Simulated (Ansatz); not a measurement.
GaFe3, space group Pm-3m: a comparison of magnetic orders, run with Ansatz 0.2.0, Python API.

Script `gafe3.py`:
```python
# -*- coding: utf-8 -*-
"""Magnetic orders of GaFe3 compared."""

from dataclasses import dataclass

import ansatz as az
import numpy as np


@dataclass(frozen=True)
class RunConfig:
    xc: str = "pbesol"
    cutoff: int = 450
    kspacing: float = 0.32


opts = RunConfig()


def count_gap(report):
    # lowest empty less highest filled band, counting bands; zero where they overlap
    return max(report.get("gap_by_band_count_ev") or 0.0, 0.0)

CELL = [
    (3.701, 0.0, 0.0),
    (0.0, 3.701, 0.0),
    (0.0, 0.0, 7.402),
]
ATOMS = [
    ("Ga", (0.0, 0.0, 0.0)),
    ("Fe", (0.0, 0.5, 0.25)),
    ("Fe", (0.5, 0.0, 0.25)),
    ("Fe", (0.5, 0.5, 0.0)),
    ("Ga", (0.0, 0.0, 0.5)),
    ("Fe", (0.0, 0.5, 0.75)),
    ("Fe", (0.5, 0.0, 0.75)),
    ("Fe", (0.5, 0.5, 0.5)),
]


def ordered(moments):
    crystal = az.Crystal(lattice=az.Lattice.of(CELL))
    for (symbol, position), moment in zip(ATOMS, moments):
        crystal = crystal.atom(symbol, position, moment=moment or None)
    return crystal

# starting moments in muB, one an atom
orders = {
    "FM": [0, 3.5, 3.5, 3.5, 0, 3.5, 3.5, 3.5],
    "AFM": [0, 3.5, 3.5, 3.5, 0, -3.5, -3.5, -3.5],
    "AFM-alternating": [0, 3.5, -3.5, 3.5, 0, -3.5, 3.5, -3.5],
    "ferri": [0, 3.5, 3.5, 3.5, 0, 3.5, 3.5, -3.5],
}

rows = []
for label, moments in orders.items():
    calculation = ordered(moments).calculation()
    calculation = calculation.functional(opts.xc)
    calculation = calculation.basis(opts.cutoff).kpoints(spacing=opts.kspacing)
    calculation = calculation.occupations(az.OccupationsMethod.COLD)
    calculation = calculation.spin("collinear")
    calculation = calculation.band_table()
    rep = calculation.run(threads=1).report
    rows.append((label, rep["free_energy_ev"], rep["magnetization_mub"], rep["absolute_magnetization_mub"], max(abs(m) for m in rep["site_moments_mub"]), count_gap(rep)))
    print(label, "site moments:", [round(m, 2) for m in rep["site_moments_mub"]])

# the same cell with no spin polarisation
plain = (
    ordered([0] * len(ATOMS)).calculation()
    .functional(opts.xc)
    .basis(opts.cutoff)
    .kpoints(spacing=opts.kspacing)
    .occupations(az.OccupationsMethod.COLD)
    .band_table()
)
rep = plain.run(threads=1).report
rows.append(("NM", rep["free_energy_ev"], 0.0, 0.0, 0.0, count_gap(rep)))

lowest = min(row[1] for row in rows)
rows = [(row[0], 1000 * (row[1] - lowest) / 6, *row[2:]) for row in sorted(rows, key=lambda row: row[1])]
lines = [",".join(["order", "meV/magnetic atom", "net muB", "absolute muB", "largest site muB", "gap by band count eV"])] + [",".join(f"{v:.4f}" if isinstance(v, float) else str(v) for v in row) for row in rows]
print("\n".join(lines))
with open("orders.csv", "w") as handle:
    handle.write("\n".join(lines) + "\n")
print("lowest of these starts:", rows[0][0])
```

Which magnetic state ends lowest, and by how much?

In order of energy: ferromagnetic (+0.0 meV an atom, largest site moment 2.43 μB), antiferro- or ferrimagnetic (+95.6 meV an atom, largest site moment 2.46 μB), antiferro- or ferrimagnetic (+101.6 meV an atom, largest site moment 2.34 μB), antiferro- or ferrimagnetic (+183.0 meV an atom, largest site moment 2.24 μB) and non-magnetic (+428.2 meV an atom, largest site moment 0.00 μB). These are the states reached from the starts typed.

What the script printed:

```console
$ python gafe3.py
FM site moments: [-0.11, 2.43, 2.43, 2.43, -0.11, 2.43, 2.43, 2.43]
AFM site moments: [-0.02, 2.34, 2.34, 2.32, 0.02, -2.34, -2.34, -2.32]
AFM-alternating site moments: [-0.02, 2.19, -2.19, 2.24, 0.02, -2.19, 2.19, -2.24]
ferri site moments: [-0.09, 2.42, 2.42, 2.46, -0.04, 2.42, 2.42, -1.71]
order,meV/magnetic atom,net muB,absolute muB,largest site muB,gap by band count eV
FM,0.0000,14.1389,15.1988,2.4260,0.0000
ferri,127.5308,10.1861,14.4064,2.4641,0.0000
AFM,135.4912,0.0000,14.5849,2.3443,0.0000
AFM-alternating,243.9560,0.0000,13.7501,2.2405,0.0000
NM,570.9806,0.0000,0.0000,0.0000,0.0000
lowest of these starts: FM
```

Notes:
- The magnetic order follows from the starting moments and needn't be the lowest.
- The mesh is modest for a metal, so energies can be off by several to tens of meV an atom and pressures by half a GPa or more; differences at equal mesh fare better.
- A gap by band count of zero or less means overlapping bands, a metal.
- The structure is a deposited one; some such entries were measured under pressure or heat, so a shift against it needn't be the functional's error alone.
- Levels are Kohn-Sham eigenvalues on this mesh, without spin-orbit coupling.
- Each row is the state reached from that start at the given structure, not necessarily the lowest of its order; other orders weren't tried.
- Timing: 3 min on 1 thread of Arm Neoverse V2, with other jobs on the host, peak memory 0.69 GiB.

(A comment or docstring line of the script was reworded after the run, the code is as it ran; lines on the test bed's own set-up are left out of the output.)
